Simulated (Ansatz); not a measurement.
# ZnBi3: energies, forces and stress near the listed structure

A set of self-consistent runs on ZnBi3 under further strains and shifts, distortions that keep the symmetry, other functionals, to map its energy surface near the listed cell.

Method: DFT PBEsol, scalar-relativistic, plane waves, PAW, unless a step's input says otherwise, in Ansatz 0.2.0.

## 1. The structure to begin with

Symmetry: Pm-3m, No. 221, cubic system. Conventional cell: a = 4.873 Å, b = 4.873 Å, c = 4.873 Å, α = 90.00°, β = 90.00°, γ = 90.00°. Zn (site symmetry m-3m) is surrounded by 12 Bi at 3.45 Å. Around Bi (site symmetry 4/mmm) lie 8 Bi at 3.45 Å and 4 Zn at 3.45 Å.

Structure file:

```xyz
4
Lattice="4.8732 0.0000 0.0000 0.0000 4.8732 0.0000 0.0000 0.0000 4.8732" Properties=species:S:1:pos:R:3 pbc="T T T"
Zn    0.0000    0.0000    0.0000
Bi    0.0000    2.4366    2.4366
Bi    2.4366    0.0000    2.4366
Bi    2.4366    2.4366    0.0000
```

The structure comes from the Materials Project (structure only).

## 2. A distortion of lower symmetry

The change: strain xx, yy, zz, yz, xz, xy = +2.6, +2.6, +2.6, -1.0, -1.0, +1.0 %.

input.yaml reads:

```yaml
crystal:
  lattice:
    - [5.0011820183, 0.04873164, -0.04873164]
    - [0.04873164, 5.0011820183, -0.04873164]
    - [-0.04873164, -0.04873164, 5.0011820183]
  atoms:
    - { symbol: Zn, position: [0.0, 0.0, 0.0] }
    - { symbol: Bi, position: [0.0, 0.5, 0.5] }
    - { symbol: Bi, position: [0.5, 0.0, 0.5] }
    - { symbol: Bi, position: [0.5, 0.5, 0.0] }
basis:
  ecutwfc: 420
kpoints:
  mp_grid: { grid: [9, 9, 9] }
hamiltonian:
  xc: pbesol
scf:
  occupations: { method: gaussian, width: 0.1 }
output:
  forces: true
  stress: true
  eigenvalues: true
```

## 3. Functional and cell changed: PBE

input.yaml reads:

```yaml
crystal:
  lattice:
    - [4.7613736178, 0.0, 0.0]
    - [0.0, 4.7613736178, 0.0]
    - [0.0, 0.0, 4.7613736178]
  atoms:
    - { symbol: Zn, position: [0.0, 0.0, 0.0] }
    - { symbol: Bi, position: [0.0, 0.5, 0.5] }
    - { symbol: Bi, position: [0.5, 0.0, 0.5] }
    - { symbol: Bi, position: [0.5, 0.5, 0.0] }
basis:
  ecutwfc: 420
kpoints:
  mp_grid: { grid: [10, 10, 10] }
hamiltonian:
  xc: pbe
scf:
  occupations: { method: gaussian, width: 0.1 }
output:
  forces: true
  stress: true
  eigenvalues: true
  populations: true
```

## 4. A change within a subgroup

input.yaml reads:

```yaml
crystal:
  lattice:
    - [4.5278028673, 0.0, 0.0]
    - [0.0, 5.0100999084, 0.0]
    - [0.0, 0.0, 4.9226753462]
  atoms:
    - { symbol: Zn, position: [0.0, 0.0, 0.0069983371] }
    - { symbol: Bi, position: [0.0, 0.5, 0.4812876782] }
    - { symbol: Bi, position: [0.5, 0.0, 0.5305210884] }
    - { symbol: Bi, position: [0.5, 0.5, -0.0188071038] }
basis:
  ecutwfc: 420
kpoints:
  mp_grid: { grid: [8, 8, 8] }
hamiltonian:
  xc: pbesol
scf:
  occupations: { method: gaussian, width: 0.1 }
output:
  forces: true
  stress: true
  eigenvalues: true
  populations: true
```

## 5. A change within a subgroup

input.yaml reads:

```yaml
crystal:
  lattice:
    - [4.832960397, 0.0, 0.0]
    - [0.0, 4.832960397, 0.0]
    - [0.0, 0.0, 4.979155317]
  atoms:
    - { symbol: Zn, position: [0.0, 0.0, 0.0] }
    - { symbol: Bi, position: [0.0, 0.5, 0.5435306578] }
    - { symbol: Bi, position: [0.5, 0.0, 0.4564693422] }
    - { symbol: Bi, position: [0.5, 0.5, 0.0] }
basis:
  ecutwfc: 420
kpoints:
  mp_grid: { grid: [8, 8, 8] }
hamiltonian:
  xc: pbesol
scf:
  occupations: { method: gaussian, width: 0.1 }
output:
  forces: true
  stress: true
  eigenvalues: true
```

## 6. A distortion that keeps the symmetry

input.yaml reads:

```yaml
crystal:
  lattice:
    - [5.0750104529, 0.0, 0.0]
    - [0.0, 5.0750104529, 0.0]
    - [0.0, 0.0, 5.0750104529]
  atoms:
    - { symbol: Zn, position: [0.0, 0.0, 0.0] }
    - { symbol: Bi, position: [0.0, 0.5, 0.5] }
    - { symbol: Bi, position: [0.5, 0.0, 0.5] }
    - { symbol: Bi, position: [0.5, 0.5, 0.0] }
basis:
  ecutwfc: 420
kpoints:
  mp_grid: { grid: [10, 10, 10] }
hamiltonian:
  xc: pbesol
scf:
  occupations: { method: gaussian, width: 0.1 }
output:
  forces: true
  stress: true
  eigenvalues: true
```

## 7. A change within a subgroup

input.yaml reads:

```yaml
crystal:
  lattice:
    - [5.0164350216, -0.04873164, -0.04873164]
    - [-0.04873164, 5.0164350216, 0.04873164]
    - [-0.04873164, 0.04873164, 5.0164350216]
  atoms:
    - { symbol: Zn, position: [-0.0179201793, 0.0179201793, 0.0179201793] }
    - { symbol: Bi, position: [-0.0176218278, 0.4822289964, 0.4822289964] }
    - { symbol: Bi, position: [0.5177710036, 0.0176218278, 0.4822289964] }
    - { symbol: Bi, position: [0.5177710036, 0.4822289964, 0.0176218278] }
basis:
  ecutwfc: 420
kpoints:
  mp_grid: { grid: [9, 9, 9] }
hamiltonian:
  xc: pbesol
scf:
  occupations: { method: gaussian, width: 0.1 }
output:
  forces: true
  stress: true
  eigenvalues: true
```

## 8. A distortion that keeps the symmetry

input.yaml reads:

```yaml
crystal:
  lattice:
    - [4.772045847, 0.0, 0.0]
    - [0.0, 4.772045847, 0.0]
    - [0.0, 0.0, 4.772045847]
  atoms:
    - { symbol: Zn, position: [0.0, 0.0, 0.0] }
    - { symbol: Bi, position: [0.0, 0.5, 0.5] }
    - { symbol: Bi, position: [0.5, 0.0, 0.5] }
    - { symbol: Bi, position: [0.5, 0.5, 0.0] }
basis:
  ecutwfc: 420
kpoints:
  mp_grid: { grid: [10, 10, 10] }
hamiltonian:
  xc: pbesol
scf:
  occupations: { method: gaussian, width: 0.1 }
output:
  forces: true
  stress: true
  eigenvalues: true
```

Q: Predict the outcome of this session. Wanted: for each run, case; energy; pressure; largest force.

**Answer**, as computed:

| step | case | energy (meV/atom) | pressure (GPa) | largest force (eV/Å) | gap on the mesh (eV) |
| --- | --- | --- | --- | --- | --- |
| 2 | a distortion of lower symmetry | +0.0 | -5.5 | 0.00 | 0.00 |
| 3 | functional and cell changed: PBE | n/a | 4.1 | 0.00 | 0.00 |
| 4 | a change within a subgroup | -68.4* | -0.6 | 0.23 | 0.00 |
| 5 | a change within a subgroup | -67.9* | -2.4 | 0.21 | 0.00 |
| 6 | a distortion that keeps the symmetry | +55.5* | -6.7 | 0.00 | 0.00 |
| 7 | a change within a subgroup | +24.2 | -4.7 | 0.28 | 0.00 |
| 8 | a distortion that keeps the symmetry | -72.5* | 0.6 | 0.00 | 0.00 |

Energies are counted from step 2, with the smearing taken to zero; a star marks another k mesh, which can shift energies by itself, so starred rows don't rank against the others. Other atoms or functionals have another zero of energy (n/a). A gap of 0.00 means none on the mesh at this level.

Among the distorted cells of the listed formula and level the largest force, 0.28 eV/Å, comes in step 7, shared by 3 atoms. The pressure is 0.6 GPa in the smallest cell and -6.7 GPa in the largest; between them shape and moved atoms count too. The distorted cells of the listed formula and level show no gap on the mesh. The runs treat Bi without spin-orbit coupling.
